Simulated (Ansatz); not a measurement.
# FeI3: the cost of one run

Method: DFT LDA+U (U = 2 eV, J = 0.7 eV on Fe d), plane waves, PAW, in Ansatz 0.2.0.

### Step 1. The system as given

Symmetry: Pm-3m, No. 221, cubic system. Conventional cell: a = 5.728 Å, b = 5.728 Å, c = 5.728 Å, α = 90.00°, β = 90.00°, γ = 90.00°. Around Fe (site symmetry m-3m) lie 6 I at 2.86 Å. I (site symmetry 4/mmm) has 2 Fe at 2.86 Å in its first shell of neighbours.

Coordinates:

```xyz
4
Lattice="5.7277 0.0000 0.0000 0.0000 5.7277 0.0000 0.0000 0.0000 5.7277" Properties=species:S:1:pos:R:3 pbc="T T T"
Fe    0.0000    0.0000    0.0000
I     2.8638    0.0000    0.0000
I     0.0000    0.0000    2.8638
I     0.0000    2.8638    0.0000
```

### Step 2. Ferromagnetic start, free, symmetry kept, no search

The input, input.yaml:

```yaml
crystal:
  lattice:
    - [5.72768322, 0.0, 0.0]
    - [0.0, 5.72768322, 0.0]
    - [0.0, 0.0, 5.72768322]
  atoms:
    - { symbol: Fe, position: [0.0, 0.0, 0.0], spin: 5.0 }
    - { symbol: I, position: [0.5, 0.0, 0.0] }
    - { symbol: I, position: [0.0, 0.0, 0.5] }
    - { symbol: I, position: [0.0, 0.5, 0.0] }
basis:
  ecutwfc: 420
  ecutrho_ratio: 4
kpoints:
  mp_grid: { grid: [4, 4, 4] }
hamiltonian:
  xc: lda
  hubbard: { sites: [{ site: 0, l: d, u: 2.0, j: 0.7 }] }
scf:
  occupations: { method: gaussian, width: 0.05 }
  lower_state_search: "off"
  max_iter: 150
output:
  forces: true
  stress: true
  eigenvalues: true
  populations: true
  hubbard: { sites: [{ site: 0, l: d }] }
magnetization:
  spin_polarized: true
```

Launch:

```console
$ ansatz run input.yaml --threads 2 --pin off --max-ram 3072MiB --backend cpu --events-out ev --progress --plain --runs-dir out
```

Q: Estimate wall time and peak memory on 2 threads of AMD EPYC 9R45 (Zen 5), shared host.

About 5.2 s, with a peak of 0.6 GiB.
